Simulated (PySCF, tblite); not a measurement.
# C₄H₂F₃S radical: geometry, infrared bands and EPR parameters

Aim: predict the infrared bands and EPR parameters of C₄H₂F₃S radical (`[CH2]C(=S)C(F)=C(F)F`).

Computed with tblite 0.8.0 and PySCF 2.14.0, with density-fitted response routines of our own, on a single molecule in the gas phase. Atoms are numbered from 0 throughout.

### 1 The starting structure

10 atoms, charge 0, multiplicity 2; geometry from: force field or distance geometry start.

Bonds of the start (Å): C0–C1 1.48, C1–S2 1.68, C1–C3 1.50, C3–F4 1.36, C3–C5 1.33, C5–F6 1.36, C5–F7 1.34, C0–H8 1.09, C0–H9 1.09.

### 2 Relaxing the molecule with GFN2-xTB

The job: settings as JSON, then the geometry in Å.

```
{"job": {"kind": "relax", "xc": "GFN2-xTB", "basis": "xTB"}, "charge": 0, "multiplicity": 2}
C     -1.880500     0.239400     0.112000
C     -0.623500    -0.285100    -0.455100
S     -0.654800    -1.316200    -1.781400
C      0.598600     0.182300     0.282000
F      0.348000     0.995800     1.344700
C      1.867900    -0.132200     0.024300
F      2.844200     0.392600     0.806600
F      2.233900    -0.936100    -0.986700
H     -2.827000    -0.035300    -0.344600
H     -1.898000     0.899500     0.975700
```

Command:

```console
> OMP_NUM_THREADS=1 python probes_run.py task.json out
```

This one command runs all jobs of the session in turn.

Output:

```text
step      E/eV     max force
  0    -732.18665    4.471
  1    -732.52982    1.470
  2    -732.60514    1.098
  3    -732.64309    0.467
  4    -732.65454    0.278
  5    -732.66272    0.225
  6    -732.66539    0.231
  7    -732.66902    0.144
  8    -732.67011    0.140
  9    -732.67238    0.153
 10    -732.67475    0.151
 11    -732.67725    0.138
 12    -732.67881    0.103
 13    -732.67987    0.120
 14    -732.68080    0.104
 15    -732.68158    0.062
 16    -732.68206    0.050
 17    -732.68243    0.079
 18    -732.68281    0.085
 19    -732.68316    0.056
 20    -732.68334    0.023
 21    -732.68338    0.018
 22    -732.68340    0.019
 23    -732.68342    0.016
 24    -732.68343    0.009
```

It took 0.44 s on 1 thread of Intel Xeon at 2.50GHz, shared host.

Relaxation path:

| step | energy from step 0 (eV) | largest force (eV/Å) |
| --- | --- | --- |
| 0 | 0.0000 | 4.4707 |
| 1 | -0.3432 | 1.4703 |
| 2 | -0.4185 | 1.0984 |
| 3 | -0.4564 | 0.4668 |
| 4 | -0.4679 | 0.2781 |
| 5 | -0.4761 | 0.2252 |
| 6 | -0.4787 | 0.2306 |
| 7 | -0.4824 | 0.1436 |
| 8 | -0.4835 | 0.1402 |
| 9 | -0.4857 | 0.1531 |
| 10 | -0.4881 | 0.1508 |
| 11 | -0.4906 | 0.1382 |
| 12 | -0.4922 | 0.1028 |
| 13 | -0.4932 | 0.1195 |
| 14 | -0.4941 | 0.1040 |
| 15 | -0.4949 | 0.0621 |
| 16 | -0.4954 | 0.0501 |
| 17 | -0.4958 | 0.0790 |
| 18 | -0.4962 | 0.0853 |
| 19 | -0.4965 | 0.0558 |
| 20 | -0.4967 | 0.0232 |
| 21 | -0.4967 | 0.0182 |
| 22 | -0.4968 | 0.0187 |
| 23 | -0.4968 | 0.0161 |
| 24 | -0.4968 | 0.0091 |

Distances of close pairs at the start and the end, largest changes first:

| bond | before (Å) | after (Å) | change (Å) |
| --- | --- | --- | --- |
| C0–C1 | 1.475 | 1.349 | -0.126 |
| C1–S2 | 1.680 | 1.726 | +0.046 |
| C1–C3 | 1.502 | 1.459 | -0.043 |
| C5–F6 | 1.357 | 1.322 | -0.035 |
| C5–F7 | 1.343 | 1.318 | -0.025 |
| C3–F4 | 1.362 | 1.350 | -0.011 |
| C0–H8 | 1.086 | 1.075 | -0.011 |
| C0–H9 | 1.087 | 1.077 | -0.011 |

The final coordinates are the input of the step that follows.

### 3 Vibrational analysis with GFN2-xTB

The job: settings as JSON, then the geometry in Å.

```
{"job": {"kind": "ir", "xc": "GFN2-xTB", "basis": "xTB"}, "charge": 0, "multiplicity": 2}
C     -1.869307     0.221486     0.089397
C     -0.672681    -0.215518    -0.355167
S     -0.568011    -1.269268    -1.718712
C      0.558141     0.195993     0.311451
F      0.393502     1.018831     1.369329
C      1.820889    -0.131546     0.016460
F      2.867151     0.304781     0.695895
F      2.204572    -0.917564    -0.969308
H     -2.776991    -0.081162    -0.400506
H     -1.948382     0.878621     0.938634
```

Output:

```text
mode    cm-1     km/mol
  1      32.9      2.58
  2     134.3      0.05
  3     140.8      0.26
  4     237.7      4.34
  5     309.8     10.68
  6     316.2      1.40
  7     346.5      4.16
  8     462.3     17.44
  9     464.8     16.16
 10     504.4      0.06
 11     514.4      2.73
 12     635.1      0.12
 13     652.1      7.17
 14     822.3      6.86
 15     855.2     33.30
 16    1039.3     84.72
 17    1094.2    157.57
 18    1219.9    218.94
 19    1233.2     24.85
 20    1364.2      4.88
 21    1514.7     13.76
 22    1716.9    229.58
 23    3110.1      5.16
 24    3157.6      2.94
```

Run time: 0.93 s. Hardware: 1 thread of Intel Xeon at 2.50GHz, shared host.

Which atoms move in the most intense modes:

| cm⁻¹ | km/mol | atoms |
| --- | --- | --- |
| 462 | 17.4 | C5 67 %, C1 17 % |
| 465 | 16.2 | F7 21 %, S2 20 %, F6 18 %, F4 11 % |
| 855 | 33.3 | H8 44 %, H9 31 %, C0 24 % |
| 1039 | 84.7 | C3 22 %, H8 22 %, C0 14 %, H9 12 % |
| 1094 | 157.6 | C3 32 %, F4 17 %, C5 15 %, C1 13 % |
| 1220 | 218.9 | C5 44 %, C3 17 %, F6 11 % |
| 1233 | 24.9 | C3 34 %, C5 27 %, C1 20 % |
| 1717 | 229.6 | C5 54 %, C3 42 % |

### 4 g tensor and hyperfine couplings: B3LYP/pcH-1

Same as in step 3 but for these lines:

```diff
@@ -1,2 +1,2 @@
-{"job": {"kind": "ir", "xc": "GFN2-xTB", "basis": "xTB"}, "charge": 0, "multiplicity": 2}
+{"job": {"kind": "epr", "basis": "pcH-1"}, "charge": 0, "multiplicity": 2}
 C     -1.869307     0.221486     0.089397
```

Level: UKS B3LYP, pcH-1 on C F H S, non-relativistic, mean-field spin-orbit, GIAO.

Output:

```text
UKS, coarse grid
  cycle   1  E = -851.00176946  |g| = 6.99e-01
  cycle   2  E = -847.77421530  |g| = 2.16e+00
  cycle   3  E = -851.14808407  |g| = 4.72e-01
  cycle   4  E = -851.23214854  |g| = 2.53e-01
  cycle   5  E = -851.26683015  |g| = 9.71e-02
  cycle   6  E = -851.26989134  |g| = 6.83e-02
  cycle   7  E = -851.27296542  |g| = 2.75e-02
  cycle   8  E = -851.27345182  |g| = 1.27e-02
  cycle   9  E = -851.27354908  |g| = 3.53e-03
  cycle  10  E = -851.27356186  |g| = 1.74e-03
  cycle  11  E = -851.27356472  |g| = 1.04e-03
  cycle  12  E = -851.27356601  |g| = 3.98e-04
UKS, final grid
  cycle   1  E = -851.27362615  |g| = 4.16e-04
  cycle   2  E = -851.27362617  |g| = 6.54e-04
  cycle   3  E = -851.27362637  |g| = 1.28e-04
  cycle   4  E = -851.27362641  |g| = 1.20e-04
  cycle   5  E = -851.27362645  |g| = 5.86e-05
  cycle   6  E = -851.27362645  |g| = 1.31e-05
E = -851.27362645 Eh   <S^2> = 0.7771 (exact 0.7500)
g shifts (ppm)      1          2          3
  rmc          -196       -196       -196
  gc            -11         46         40
  oz_so         115       9646     172491
  total         -92       9496     172335
hyperfine (MHz)  atom isotope    a_iso     a_fc   dipolar eigenvalues
    0   13C      36.61      36.61    -37.73    -36.41     74.15
    1   13C     -34.97     -34.97    -16.82      6.60     10.22
    2   33S      13.70      13.70    -68.21    -66.88    135.09
    3   13C       6.22       6.22     -2.85     -1.93      4.78
    4   19F       1.52       1.52     -9.95     -4.08     14.02
    5   13C      -7.17      -7.17    -12.04      5.55      6.50
    6   19F     -10.06     -10.06    -31.84     13.45     18.39
    7   19F     -13.06     -13.06    -18.56      8.48     10.08
    8    1H     -30.21     -30.21    -14.32     -2.43     16.75
    9    1H     -31.14     -31.14    -18.17     -1.32     19.49
```

Run time: 2 min. Hardware: 1 thread of Intel Xeon at 2.50GHz, shared host; peak memory 0.8 GiB.

Principal g values 2.00223, 2.01182, 2.17465; g(iso) = 2.06290, against 2.00232 for a free electron. They are not to be trusted: the run shows a large g shift, which the driver flags as unsure.

Mean a(iso) over the nuclei that a row names, and the largest dipolar term of the row (other rows stand at the frozen geometry):

| nuclei | isotope | a(iso) (MHz) | a(iso) (G, at g = 2.0023) | largest dipolar term (MHz) |
| --- | --- | --- | --- | --- |
| C0 | 13C | 36.6 | 13.1 | 74.1 |
| C1 | 13C | -35.0 | -12.5 | -16.8 |
| H8, H9 | 1H | -30.7 | -10.9 | 19.5 |
| S2 | 33S | 13.7 | 4.9 | 135.1 |
| F7 | 19F | -13.1 | -4.7 | -18.6 |
| F6 | 19F | -10.1 | -3.6 | -31.8 |
| C5 | 13C | -7.2 | -2.6 | -12.0 |
| C3 | 13C | 6.2 | 2.2 | 4.8 |
| F4 | 19F | 1.5 | 0.5 | 14.0 |

Mulliken spin populations:

| atom | value (e) |
| --- | --- |
| C0 | 0.49 |
| C1 | -0.17 |
| S2 | 0.75 |
| C3 | 0.03 |
| F4 | 0.00 |
| C5 | -0.05 |
| F6 | 0.00 |
| F7 | 0.00 |
| H8 | -0.02 |
| H9 | -0.02 |

The fields below are evaluated on a grid from the run's orbitals.

ELF in a plane through or near 10 of the atoms.

Ten even steps from ' ' (0.00) to '@' (1.00):
```
                                                        
                                                        
                                                        
                                                        
                    ..--====::..      ..                
            ....    ==##%%####--    %%@@**..            
        ..==**##==  --%%++::%%==  **@@@@@@**            
        --##%%%%##    ++####++..  %%@@@@@@++            
      ..++%%::++##::------==::  ..##@@@@**::            
      ..==######++::##++==--%%++##**%%::%%%%##--        
        ......::::**==**--%%##----@@--%%@@@@@@##        
          ..++######::    --**--====::##@@@@@@##        
          ==%%%%%%%%==    ==##%%%%--  ..++####--        
          --##%%##%%==  ++%%::..--##==                  
            ..--==--  ==@@%%==%%..@@@@##..              
                      **@@@@++--**@@@@##--              
                    ..++**########%%##++..              
                      ..::--------==--..                
                                                        
                                                        
```
The map spans 10.9 Å across and 9.5 Å up, centred on the molecule. Atoms in the plane (x, y in Å): C0 (1.9, 0.2), C1 (0.7, -0.4), S2 (0.5, -2.1), C3 (-0.6, 0.4), F4 (-0.4, 1.7), C5 (-1.8, 0.0), F6 (-2.9, 0.8), F7 (-2.2, -1.3), H8 (2.8, -0.4), H9 (2.0, 1.2).

On the surface of density 0.002 e/bohr³ the electrostatic potential runs, from the 1st to the 99th percentile, from -0.72 V near F7 to 1.25 V near H9.

The spin density lies nearest to S2 53 %; C0 25 %; C1 8 % (beta excess).

### 5 What came out

```
                                 quantity                                            value
strongest single infrared mode (GFN2-xTB)                            1717 cm⁻¹, 230 km/mol
             zero-point energy (GFN2-xTB)                                    31.3 kcal/mol
                           g(iso) (B3LYP)                                          2.06290
                                     ⟨S²⟩                               0.777 (exact 0.75)
       largest a(iso) (averaged by class)                              13C on C0, 36.6 MHz
    surface potential, 1st and 99th percentile                               -0.72 V and 1.25 V
            property runs in this session  1, of which 0 failed and 1 gave unsound results
```

Over 24 steps the energy fell by 0.497 eV; of the close pairs, C0–C1 changed most, 1.475 to 1.349 Å. No mode is imaginary among the 24: a minimum at this level. The strongest single mode, at 1717 cm⁻¹, moves mainly C5 and C3. GFN2-xTB is a fitted tight-binding method: band positions and strengths are rough. Its intensities can rank the bands wrongly. S2 carries the largest spin population, 0.75 e. The isotropic g lies 60.6 ppt above the free-electron value. These values are not to be trusted: the run shows a large g shift, which the driver flags as unsure.
